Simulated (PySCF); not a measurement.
# GeCl2 (SMILES Cl[Ge]Cl): HF/STO-3G

What is the energy change on altering one bond length of GeCl2 at HF/STO-3G? 

Program for the calculation: PySCF 2.14.0.

2 further runs of the same task are left out: 2 set aside as unsound or not needed.

### Step 1. The structure to begin with

GeCl2: 3 atoms, total charge 0, spin state singlet. As SMILES, `Cl[Ge]Cl`. Geometry: relaxed at PBE0-D4/def2-TZVP.

Bond lengths: Cl1–Ge2 2.182 Å, Ge2–Cl3 2.182 Å. Angles: Cl1–Ge2–Cl3 100.0°.

### Step 2. A single-point energy at HF/STO-3G

Input file input.py:

```python
from pyscf import gto, scf

system = gto.M(
    atom='Cl -0.065420 -1.681680 0.422740; Ge -0.421210 0.067170 -0.832020; Cl 0.486630 1.614500 0.409270',
    verbose=4,
    spin=0,
    basis='sto-3g',
    max_memory=1860,
)

myscf = scf.RHF(system)
myscf.conv_tol = 1e-10
myscf.kernel()
if not myscf.converged:
    myscf = myscf.newton().run(myscf.mo_coeff, myscf.mo_occ)

energy = myscf.e_tot
print('Final energy', energy)
```

The run is started by

```sh
$ OMP_NUM_THREADS=1 python input.py
```

Output:

```text
PySCF version 2.14.0

[INPUT] num. atoms = 3
[INPUT] num. electrons = 66
[INPUT] charge = 0
[INPUT] spin (= nelec alpha-beta = 2S) = 0
[INPUT] symmetry False subgroup None
[INPUT] Mole.unit = angstrom
[INPUT] Symbol           X                Y                Z      unit          X                Y                Z       unit  Magmom
[INPUT]  1 Cl    -0.065420000000  -1.681680000000   0.422740000000 AA   -0.123625883069  -3.177914629159   0.798862821899 Bohr   0.0
[INPUT]  2 Ge    -0.421210000000   0.067170000000  -0.832020000000 AA   -0.795971540928   0.126932903787  -1.572289930161 Bohr   0.0
[INPUT]  3 Cl     0.486630000000   1.614500000000   0.409270000000 AA    0.919597423997   3.050962828110   0.773408211001 Bohr   0.0

nuclear repulsion = 309.669448023499
number of shells = 18
number of NR pGTOs = 108
number of NR cGTOs = 36
basis = sto-3g
ecp = {}

******** <class 'pyscf.scf.hf.RHF'> ********
method = RHF
initial guess = minao
damping factor = 0
level_shift factor = 0
DIIS = <class 'pyscf.scf.diis.CDIIS'>
diis_start_cycle = 1
diis_space = 8
diis_damp = 0
SCF conv_tol = 1e-10
SCF conv_tol_grad = None
SCF max_cycles = 50
direct_scf = True
direct_scf_tol = 1e-13
Set gradient conv threshold to 1e-05
Initial guess from minao.
init E= -2957.58181704916
  HOMO = -0.512158433372262  LUMO = -0.259243980546439  gap/eV = 6.88215
cycle= 1 E= -2960.98529536516  delta_E= -3.4  |g|= 0.241  |ddm|= 2.19
  HOMO = -0.308336388178891  LUMO = 0.0852988897435737  gap/eV = 10.71136
cycle= 2 E= -2961.00138639977  delta_E= -0.0161  |g|= 0.0373  |ddm|= 0.416
  HOMO = -0.301945896977273  LUMO = 0.104752401054203  gap/eV = 11.06682
cycle= 3 E= -2961.00243355625  delta_E= -0.00105  |g|= 0.0122  |ddm|= 0.105
  HOMO = -0.304663070918495  LUMO = 0.100909965856174  gap/eV = 11.03620
cycle= 4 E= -2961.00258631452  delta_E= -0.000153  |g|= 0.00409  |ddm|= 0.0448
  HOMO = -0.304140376377415  LUMO = 0.102234302368884  gap/eV = 11.05802
cycle= 5 E= -2961.0026073673  delta_E= -2.11e-05  |g|= 0.000523  |ddm|= 0.0207
  HOMO = -0.304143671282733  LUMO = 0.102208577221969  gap/eV = 11.05741
cycle= 6 E= -2961.00260771653  delta_E= -3.49e-07  |g|= 8.77e-05  |ddm|= 0.00218
  HOMO = -0.304134638048434  LUMO = 0.102221046023167  gap/eV = 11.05750
cycle= 7 E= -2961.00260772698  delta_E= -1.04e-08  |g|= 1.97e-05  |ddm|= 0.000385
  HOMO = -0.304133152685579  LUMO = 0.102221087560509  gap/eV = 11.05746
cycle= 8 E= -2961.00260772745  delta_E= -4.75e-10  |g|= 5.44e-06  |ddm|= 7.73e-05
  HOMO = -0.304133384488943  LUMO = 0.102221265470613  gap/eV = 11.05747
cycle= 9 E= -2961.00260772749  delta_E= -3.23e-11  |g|= 1.01e-06  |ddm|= 2.21e-05
  HOMO = -0.304133347480054  LUMO = 0.102221246162076  gap/eV = 11.05747
Extra cycle  E= -2961.00260772749  delta_E= -2.27e-12  |g|= 5.18e-07  |ddm|= 2.45e-06
converged SCF energy = -2961.00260772749
Final energy -2961.0026077274892
```

It took 1.9 s on 1 thread of AMD EPYC (Zen 3), shared host; peak memory 0.1 GiB.

### Step 3. The distorted shape, same level

Input file geometry.xyz:

```xyz
3
Cl2Ge
Cl     0.219208    -3.080741     1.426534
Ge    -0.421210     0.067170    -0.832020
Cl     0.486630     1.614500     0.409270
```

Input file run.py:

```python
from pyscf import gto

mol = gto.Mole()
mol.atom = 'geometry.xyz'
mol.max_memory = 1860
mol.verbose = 3
mol.basis = 'sto-3g'
mol.charge = 0
mol.build()

hf = mol.RHF()
hf.conv_tol = 1e-10
hf.kernel()
if not hf.converged:
    hf = hf.newton().run(hf.mo_coeff, hf.mo_occ)

etot = hf.e_tot
print('E = %.10f Eh' % etot)
```

The run is started by

```sh
$ OMP_NUM_THREADS=1 python run.py
```

Output:

```text
converged SCF energy = -2960.79205097049
E = -2960.7920509705 Eh
```

It took 2.2 s on 1 thread of AMD EPYC (Zen 3), shared host; peak memory 0.12 GiB.

### Step 4. Results

At HF/STO-3G:

```
                                                           quantity           value
                                          first shape: total energy  -2961.00261 Eh
                                         first shape: dipole moment          2.98 D
                                           first shape: HOMO energy        -8.28 eV
                                           first shape: LUMO energy         2.78 eV
                                         first shape: HOMO–LUMO gap        11.06 eV
                                      distorted shape: total energy  -2960.79205 Eh
                                     distorted shape: dipole moment         11.41 D
                                       distorted shape: HOMO energy        -4.68 eV
                                       distorted shape: LUMO energy         0.21 eV
                                     distorted shape: HOMO–LUMO gap         4.88 eV
energy change with the Cl1–Ge2 bond stretched from 2.182 to 3.927 Å        5.730 eV
```

What this shows: One bond (distorted shape) is far stretched, which a spin-restricted single reference describes badly; a broken-symmetry solution may lie lower. With the Cl1–Ge2 bond stretched from 2.182 to 3.927 Å the energy rises by 5.73 eV (132 kcal/mol). The first shape isn't relaxed at this level, so the change isn't measured from a minimum. A restricted reference can't describe the breaking bond well at this length. The minimal basis adds a large error of its own. Mulliken charges (distorted shape) run from -0.64 on Cl1 to +0.94 on Ge2.
